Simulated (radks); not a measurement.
# Cs²⁺ in [Kr] 4d10 5s2 5p5: an all-electron calculation

The task here is to estimate one member of a computed series from the others.

The numbers are computed with radks (a radial shooting solver on a logarithmic mesh, Libxc functionals) version 1 (scalar-relativistic Kohn-Sham, revPBE, spin-unpolarised, spherical densities, point nucleus), except any that are marked as measured or tabulated.

### What is computed

- element: caesium (Z = 55)
- charge: +2
- electrons: 53
- configuration: [Kr] 4d10 5s2 5p5

The outer shells:

Cs²⁺
```
[Kr] core
4d [↑↓][↑↓][↑↓][↑↓][↑↓]
5s [↑↓]
5p [↑↓][↑↓][↑ ]
```

Set-up of the first run:

Input:

```text
Z 55
configuration [Kr] 4d10 5s2 5p5 6s0 4f0
relativity scalar-relativistic
functional pbe_r,pbe
spin unpolarised
nucleus point
c 137.035999084
```

Among the steps run: Self-consistent calculation.

One table of the session follows, with a row left open; its other results are not shown here.

It belongs to the step «Shells». Sizes of the orbitals, from the radial functions (bohr):

| level | <r> | outermost maximum (interpolated) | 90 % within | nodes |
| --- | --- | --- | --- | --- |
| 1s | 0.02611 | 0.0168 | 0.0470 | 0 |
| 2s | 0.1121 | 0.0949 | 0.173 | 1 |
| 2p | 0.09821 | 0.0762 | 0.160 | 0 |
| 3s | ? | ? | ? | ? |
| 3p | 0.2970 | 0.267 | 0.445 | 1 |
| 3d | 0.2735 | 0.220 | 0.429 | 0 |
| 4s | 0.6946 | 0.643 | 0.999 | 3 |
| 4p | 0.7391 | 0.673 | 1.08 | 2 |
| 4d | 0.8352 | 0.721 | 1.26 | 1 |
| 5s | 1.706 | 1.53 | 2.45 | 4 |
| 5p | 1.986 | 1.75 | 2.89 | 3 |
| 6s | 4.082 | 3.79 | 5.77 | 5 |
| 4f | 2.163 | 0.958 | 4.14 | 0 |

Q: Estimate the row for 3s from the others.

The run gave: <r>: 0.2990; outermost maximum (interpolated): 0.272; 90 % within: 0.439; nodes: 2. In the column «<r>» it lies between 3p (0.2970) and 4s (0.6946).

Limits of these values: Spin polarisation and multiplet splitting are left out.
